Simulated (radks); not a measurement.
# Dipole-allowed lines with 20 electrons: Ca

An exercise on one series of results from a longer session: the logs are not shown, and one member is left open.

The numbers are computed with radks (a radial shooting solver on a logarithmic mesh, Libxc functionals) version 1 (scalar-relativistic Kohn-Sham, PBE, spin-polarised, spherical densities, finite nucleus), except any that are marked as measured or tabulated.

## Starting point

- species: Ca ([Ar] 4s2)

Set-up of the first run:

Settings of this run:

```text
Z 20
configuration [Ar] 4s2 3d0 4p0 5s0 4f0
relativity scalar-relativistic
functional pbe,pbe
spin polarised
nucleus finite rms 3.4776 fm
c 137.035999084
response adiabatic LDA kernel, real frequencies
```

Started as:

```bash
> python run_ks.py task.json out
```

The same process makes all the runs of this session.

Among the steps run: Ca, [Ar] 4s2.

One of the session's tables, all rows but one given; the rest of the session is left out.

It belongs to the step «Ca, [Ar] 4s2». From the orbitals of this run (lengths in bohr):

```
level      <r>  outermost maximum (interpolated)  90 % within  nodes
   1s  0.07685                            0.0503        0.137      0
   2s   0.3643                             0.300        0.567      1
   2p   0.3278                             0.247        0.541      0
   3s    1.156                             0.994         1.73      2
   3p    1.271                              1.05         1.96      1
   4s    4.020                              3.40         6.02      3
   3d    2.374                              1.27         4.42      0
   4p        ?                                 ?            ?      ?
```

Estimate the missing values for 4p.

The run gave: <r>: 5.407; outermost maximum (interpolated): 4.37; 90 % within: 8.29; nodes: 2. In the column «<r>» it is the highest.
